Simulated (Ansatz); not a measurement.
# Si3Ge: further runs on a relaxed guess

Aim: for this structure of Si3Ge, repeat the electronic structure at other levels of theory.

Program: Ansatz 0.2.0. Level of theory: DFT PBE, scalar-relativistic, plane waves, PAW, unless a step names another level. These are calculated values, not measurements.

1 further run of the same task is left out (set aside as unsound or not needed).

## 1. The structure to begin with

The structure is tetragonal, space group P-4m2 (No. 115). The conventional cell has a = 3.912 Å, b = 3.912 Å, c = 5.532 Å, α = 90.00°, β = 90.00°, γ = 90.00°. Si (site symmetry 2mm) is surrounded by 2 Si at 2.38 Å and 2 Ge at 2.41 Å. Si (site symmetry -4m2) is surrounded by 4 Si at 2.38 Å. Ge (site symmetry -4m2) is surrounded by 4 Si at 2.41 Å.

As a file:

```xyz
4
Lattice="3.9124 0.0000 0.0000 0.0000 3.9124 0.0000 0.0000 0.0000 5.5321" Properties=species:S:1:pos:R:3 pbc="T T T"
Si    0.0000    1.9562    4.1166
Si    1.9562    0.0000    1.4155
Si    1.9562    1.9562    2.7660
Ge    0.0000    0.0000    0.0000
```

It is the end of an earlier relaxation with the same method, from a generated guess; it needn't be the stable form of this composition. At a tolerance of 0.02 Å it has space group P-4m2 (No. 115); it has 21.17 Å³/atom, an uncorrected energy of +0.01 eV/atom over the elements and, on its mesh, gap 0.38 eV.

## 2. The same geometry with r2SCAN

File input.yaml:

```yaml
crystal:
  lattice:
    - [3.9123760691, 0.0, 0.0]
    - [0.0, 3.9123760691, 0.0]
    - [0.0, 0.0, 5.5320638552]
  atoms:
    - { symbol: Si, position: [0.0, 0.5, 0.7441286147] }
    - { symbol: Si, position: [0.5, 0.0, 0.2558713853] }
    - { symbol: Si, position: [0.5, 0.5, 0.5] }
    - { symbol: Ge, position: [0.0, 0.0, 0.0] }
basis:
  ecutwfc: 500
kpoints:
  mp_grid: { grid: [10, 10, 6] }
  band_path:
    path:
      - [[0.0, 0.0, 0.0], [0.0, 0.5, 0.0], [0.5, 0.5, 0.0], [0.0, 0.0, 0.0], [0.0, 0.0, 0.5], [0.0, 0.5, 0.5], [0.5, 0.5, 0.5], [0.0, 0.0, 0.5]]
      - [[0.0, 0.5, 0.0], [0.0, 0.5, 0.5]]
      - [[0.5, 0.5, 0.0], [0.5, 0.5, 0.5]]
    npoints: 14
hamiltonian:
  xc: r2scan
scf:
  occupations: { method: gaussian, width: 0.02 }
  n_extra_bands: 10
output:
  forces: true
  stress: true
  eigenvalues: true
  populations: true
  dos: { projected: true, de: 0.02, nscf_kmesh: { grid: [15, 15, 9] } }
  bader: true
  write_density: true
  write_potential: true
  elf: true
  volumetric_format: npy
```

Launch:

```
$ ansatz run input.yaml --threads 1 --pin off --max-ram 2560MiB --backend cpu --events-out ev --progress --plain --runs-dir out
```

## 3. Band edges anywhere in the zone (r2SCAN)

File input.yaml:

```yaml
crystal:
  lattice:
    - [3.9123760691, 0.0, 0.0]
    - [0.0, 3.9123760691, 0.0]
    - [0.0, 0.0, 5.5320638552]
  atoms:
    - { symbol: Si, position: [0.0, 0.5, 0.7441286147] }
    - { symbol: Si, position: [0.5, 0.0, 0.2558713853] }
    - { symbol: Si, position: [0.5, 0.5, 0.5] }
    - { symbol: Ge, position: [0.0, 0.0, 0.0] }
basis:
  ecutwfc: 500
kpoints:
  mp_grid: { grid: [10, 10, 6] }
  band_path: { path: [VBM, CBM], npoints: 2 }
hamiltonian:
  xc: r2scan
scf:
  occupations: { method: gaussian, width: 0.02 }
output:
  forces: false
  stress: false
  eigenvalues: true
checkpoint:
  read: start.run
  write: ck
  compress: false
  write_wavefunctions: false
  write_every: 100000
```

## 4. Levels beside the edges (r2SCAN)

input.yaml, as its differences from that of step 3:

```diff
@@ -14,3 +14,2 @@
   mp_grid: { grid: [10, 10, 6] }
-  band_path: { path: [VBM, CBM], npoints: 2 }
 hamiltonian:
@@ -23,2 +22,35 @@
   eigenvalues: true
+  eigenstates:
+    kpoints:
+      - [0.0, 0.0, 0.0]
+      - [0.01245348, 0.0, 0.0]
+      - [-0.01245348, 0.0, 0.0]
+      - [0.0, 0.01245348, 0.0]
+      - [0.0, -0.01245348, 0.0]
+      - [0.0, 0.0, 0.017609106]
+      - [0.0, 0.0, -0.017609106]
+      - [0.00880594, 0.00880594, 0.0]
+      - [-0.00880594, -0.00880594, 0.0]
+      - [0.00880594, 0.0, 0.012451518]
+      - [-0.00880594, 0.0, -0.012451518]
+      - [0.0, 0.00880594, 0.012451518]
+      - [0.0, -0.00880594, -0.012451518]
+      - [0.00719002, 0.00719002, 0.010166622]
+      - [-0.00719002, -0.00719002, -0.010166622]
+      - [0.5, 0.5, 0.0]
+      - [0.51245348, 0.5, 0.0]
+      - [0.48754652, 0.5, 0.0]
+      - [0.5, 0.51245348, 0.0]
+      - [0.5, 0.48754652, 0.0]
+      - [0.5, 0.5, 0.017609106]
+      - [0.5, 0.5, -0.017609106]
+      - [0.50880594, 0.50880594, 0.0]
+      - [0.49119406, 0.49119406, 0.0]
+      - [0.50880594, 0.5, 0.012451518]
+      - [0.49119406, 0.5, -0.012451518]
+      - [0.5, 0.50880594, 0.012451518]
+      - [0.5, 0.49119406, -0.012451518]
+      - [0.50719002, 0.50719002, 0.010166622]
+      - [0.49280998, 0.49280998, -0.010166622]
+    e_range: [-2.065507, 2.065507]
 checkpoint:
```

## 5. The same geometry with HSE06

File input.yaml:

```yaml
crystal:
  lattice:
    - [3.9123760691, 0.0, 0.0]
    - [0.0, 3.9123760691, 0.0]
    - [0.0, 0.0, 5.5320638552]
  atoms:
    - { symbol: Si, position: [0.0, 0.5, 0.7441286147] }
    - { symbol: Si, position: [0.5, 0.0, 0.2558713853] }
    - { symbol: Si, position: [0.5, 0.5, 0.5] }
    - { symbol: Ge, position: [0.0, 0.0, 0.0] }
basis:
  ecutwfc: 420
kpoints:
  mp_grid: { grid: [6, 6, 4] }
  band_path:
    path:
      - [[0.0, 0.0, 0.0], [0.0, 0.5, 0.0], [0.5, 0.5, 0.0], [0.0, 0.0, 0.0], [0.0, 0.0, 0.5], [0.0, 0.5, 0.5], [0.5, 0.5, 0.5], [0.0, 0.0, 0.5]]
      - [[0.0, 0.5, 0.0], [0.0, 0.5, 0.5]]
      - [[0.5, 0.5, 0.0], [0.5, 0.5, 0.5]]
    npoints: 4
hamiltonian:
  xc: hse06
scf:
  occupations: { method: gaussian, width: 0.02 }
output:
  forces: true
  stress: true
  eigenvalues: true
  populations: true
  dos: { projected: true, de: 0.02 }
  bader: false
  write_density: true
  write_potential: true
  elf: true
  volumetric_format: npy
```

(Steps that only read results are left out.)

Before running it: what results should come out? Wanted: gap; Bader charges; gap over the zone; valence top, conduction bottom; hole masses; electron masses (for each run or level that gives them).

**Answer**, as computed:

| quantity | value |
| --- | --- |
| gap (r2SCAN) | 0.57 eV, indirect on the path |
| Bader charges (r2SCAN) | Si +0.04 to +0.15, Ge -0.34 e |
| gap over the zone (r2SCAN) | 0.57 eV, indirect |
| valence top, conduction bottom (fractional k) (r2SCAN) | (0.000, 0.000, 0.000), (0.500, 0.500, 0.000) |
| hole masses (r2SCAN) | 0.08 to 2.12 m0 along the directions sampled |
| electron masses (r2SCAN) | 0.19 to 0.41 m0 along the directions sampled |
| gap (HSE06) | 0.93 eV, indirect on the path |

**Reading.** The gap runs from 0.38 eV with PBE to 0.93 eV with HSE06. Exact exchange in HSE06 widens it by 0.55 eV. At this fixed cell r2SCAN gives -1.8 GPa, so it would relax to a smaller volume. HSE06 cost 10 times the CPU time of PBE on a shared host.
